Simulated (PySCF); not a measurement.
# H9HgN3 (Hg(NH3)32+): the cost of one run

Program: PySCF 2.14.0. Level of theory: TPSS, Hg def2-SVP with ECP60, N def2-SVP, H def2-SVP; scalar-relativistic core potentials, no spin–orbit coupling. These are calculated values, not measurements.

3 further runs of the same task are left out: 2 for a known fault of the program, 1 that didn't finish.

### 1 Starting geometry

13 atoms, charge 2, spin multiplicity 1.

Bond lengths: Hg1–N2 2.283 Å, Hg1–N6 2.283 Å, Hg1–N10 2.283 Å, N2–H3 1.033 Å, N2–H4 1.033 Å, N2–H5 1.033 Å, N6–H7 1.033 Å, N6–H8 1.033 Å, N6–H9 1.033 Å, N10–H11 1.033 Å, N10–H12 1.033 Å, N10–H13 1.033 Å. Angles: N2–Hg1–N6 120.0°, N2–Hg1–N10 120.0°, N6–Hg1–N10 120.0°, Hg1–N2–H3 111.9°, Hg1–N2–H4 111.9°, Hg1–N2–H5 112.5°, H3–N2–H4 106.8°, H3–N2–H5 106.7°, H4–N2–H5 106.7°, Hg1–N6–H7 111.9°, Hg1–N6–H8 111.9°, Hg1–N6–H9 112.5°, H7–N6–H8 106.8°, H7–N6–H9 106.7°, H8–N6–H9 106.7°, Hg1–N10–H11 111.9°, Hg1–N10–H12 111.9°, Hg1–N10–H13 112.5° and more.

Coordinates:

```xyz
13
charge 2, multiplicity 1
Hg    0.00000    0.00000    0.00000
N     2.28344    0.00230    0.00000
H     2.66995   -0.47783    0.82927
H     2.66995   -0.47783   -0.82927
H     2.67764    0.95670    0.00000
N    -1.14371    1.97637    0.00000
H    -0.92117    2.55116    0.82927
H    -0.92117    2.55116   -0.82927
H    -2.16735    1.84055    0.00000
N    -1.13973   -1.97867    0.00000
H    -1.74879   -2.07333    0.82927
H    -1.74879   -2.07333   -0.82927
H    -0.51029   -2.79725    0.00000
```

Formal oxidation states: Hg +2. An earlier session relaxed this geometry at TPSS, Hg def2-SVP with ECP60, N def2-SVP, H def2-SVP (singlet, point group C3h).

Its energy there is -322.426263 Eh.

### 2 Multiplicity 3 at the relaxed geometry

Contents of run.py (the lines that set the calculation):

```python
mol = gto.M(atom='''
Hg     0.00000     0.00000     0.00000
N      2.28344     0.00230     0.00000
H      2.66995    -0.47783     0.82927
H      2.66995    -0.47783    -0.82927
H      2.67764     0.95670     0.00000
N     -1.14371     1.97637     0.00000
H     -0.92117     2.55116     0.82927
H     -0.92117     2.55116    -0.82927
H     -2.16735     1.84055     0.00000
N     -1.13973    -1.97867     0.00000
H     -1.74879    -2.07333     0.82927
H     -1.74879    -2.07333    -0.82927
H     -0.51029    -2.79725     0.00000''',
    basis={'Hg': 'def2-SVP', 'N': 'def2-SVP', 'H': 'def2-SVP'},
    ecp={'Hg': 'def2-SVP'},
    charge=2, spin=2)
mf = dft.UKS(mol, xc='TPSS')
mf.grids.atom_grid = (50, 194)
mf = mf.density_fit()  # fitting sets: Hg def2-universal-JKFIT, N def2-universal-JKFIT, H def2-universal-JKFIT
mf.conv_tol = 1e-08; mf.max_cycle = 55
mf.kernel(dm0)  # dm0: free metal ions and neutral atoms
```

Command:

```console
> OMP_NUM_THREADS=2 python run.py
```

**Question.** How long does this run take on 2 threads of Arm Neoverse V1, shared host?

About 2.7 min.
